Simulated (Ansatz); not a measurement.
# Cl6Tb ([TbCl6]3-): the cost of one run

Method: the settings change from run to run; program: Ansatz 0.2.0, Gaussian basis.

## 1. The relaxed structure

The geometry comes from an earlier relaxation with r2SCAN-D4/def2-SVP; it is a stationary point, not always the lowest conformer. Tb takes a core potential in def2 sets; no spin-orbit term is included.

7 atoms, charge -3, spin multiplicity 7.

Atoms are counted from 1 here; the program's logs count them from 0.

Bond lengths: Tb1–Cl2 2.726 Å, Tb1–Cl3 2.727 Å, Tb1–Cl4 2.727 Å, Tb1–Cl5 2.726 Å, Tb1–Cl6 2.726 Å, Tb1–Cl7 2.727 Å. Angles: Cl2–Tb1–Cl3 179.9°, Cl2–Tb1–Cl4 89.9°, Cl2–Tb1–Cl5 90.1°, Cl2–Tb1–Cl6 89.9°, Cl2–Tb1–Cl7 90.0°, Cl3–Tb1–Cl4 90.2°, Cl3–Tb1–Cl5 89.9°, Cl3–Tb1–Cl6 90.1°, Cl3–Tb1–Cl7 90.0°, Cl4–Tb1–Cl5 179.9°, Cl4–Tb1–Cl6 90.1°, Cl4–Tb1–Cl7 89.8°, Cl5–Tb1–Cl6 90.0°, Cl5–Tb1–Cl7 90.0°, Cl6–Tb1–Cl7 179.9°.

Coordinates:

| atom | x (Å) | y (Å) | z (Å) |
| --- | --- | --- | --- |
| Tb1 | -0.0003 | 0.0011 | -0.0007 |
| Cl2 | -0.0191 | -0.0014 | 2.7251 |
| Cl3 | 0.0155 | 0.0036 | -2.7275 |
| Cl4 | 2.7265 | 0.0061 | 0.0244 |
| Cl5 | -2.7259 | -0.0099 | -0.0230 |
| Cl6 | -0.0098 | 2.7266 | 0.0043 |
| Cl7 | 0.0130 | -2.7262 | -0.0026 |

## 2. CAM-B3LYP/def2-TZVP

This run has atoms shaken by 0.15 Å, D3(BJ) dispersion.

Input file in.yaml:

```yaml
crystal:
  periodic: [false, false, false]
  atoms:
    - {symbol: Tb, position_ang: [0.226077, -0.027515, 0.122607]}
    - {symbol: Cl, position_ang: [-0.300515, 0.013060, 2.734592]}
    - {symbol: Cl, position_ang: [0.092225, 0.062174, -2.922120]}
    - {symbol: Cl, position_ang: [2.715283, -0.166692, -0.033252]}
    - {symbol: Cl, position_ang: [-2.795835, -0.166214, -0.349394]}
    - {symbol: Cl, position_ang: [-0.136539, 2.800359, -0.028494]}
    - {symbol: Cl, position_ang: [0.001671, -2.683743, 0.077653]}
basis:
  gaussian: {orbitals: def2-TZVP}
total_charge: -3
magnetization: {spin_polarized: true, initial_magnetization: 6}
hamiltonian: {xc: {name: CAM-B3LYP}, dispersion: d3bj}
scf: {omitted_lower_state_checks: [starts]}
output: {forces: true}
```

On the command line:

```
> ansatz run in.yaml --threads 4 --pin off --events-out ev --progress --plain --max-ram 6963MiB
```

Q: Estimate wall time and peak memory on 4 threads of Intel Xeon 6975P-C, shared host.

About 2.2 min, with a peak of 2.6 GiB.
